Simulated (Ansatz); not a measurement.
# ScAl3: the cost of one run

Program: Ansatz 0.2.0. Level of theory: DFT LDA, scalar-relativistic, plane waves, PAW. These are calculated values, not measurements.

## 1. The system as given

The structure is cubic, space group Pm-3m (No. 221). Conventional cell: a = 4.100 Å, b = 4.100 Å, c = 4.100 Å, α = 90.00°, β = 90.00°, γ = 90.00°. Al (site symmetry 4/mmm) has 8 Al at 2.90 Å and 4 Sc at 2.90 Å as nearest neighbours. Around Sc (site symmetry m-3m) lie 12 Al at 2.90 Å.

Coordinates:

```
Al Sc
1.0
     4.10000    0.00000    0.00000
     0.00000    4.10000    0.00000
     0.00000    0.00000    4.10000
Al Sc
3 1
Cartesian
  0.0000 2.0500 2.0500
  2.0500 0.0000 2.0500
  2.0500 2.0500 0.0000
  0.0000 0.0000 0.0000
```

## 2. Relaxing cell and atoms: ScAl3, no spin

Input file input.yaml:

```yaml
crystal:
  lattice:
    - [4.1, 0.0, 0.0]
    - [0.0, 4.1, 0.0]
    - [0.0, 0.0, 4.1]
  atoms:
    - { symbol: Al, position: [0.0, 0.5, 0.5] }
    - { symbol: Al, position: [0.5, 0.0, 0.5] }
    - { symbol: Al, position: [0.5, 0.5, 0.0] }
    - { symbol: Sc, position: [0.0, 0.0, 0.0] }
scf:
  occupations: { method: gaussian, width: 0.1 }
output:
  forces: true
  stress: true
  eigenvalues: true
  write_density: true
  write_potential: true
  elf: true
  volumetric_format: npy
kpoints:
  mp_grid: { grid: [4, 4, 4] }
hamiltonian:
  xc: lda
relax:
  f_tol: 0.003
  max_steps: 60
  cell: { stress_tol: 0.02 }
```

Started as:

```bash
ansatz run input.yaml --threads 4 --pin off --max-ram 8192MiB --backend cpu --events-out ev --progress --plain --runs-dir out
```

Q: Estimate wall time and peak memory on 4 threads of Intel Xeon Platinum 8259CL at 2.50GHz (Skylake/Cascade Lake), shared host.

About 3.7 s, with a peak of 0.39 GiB.
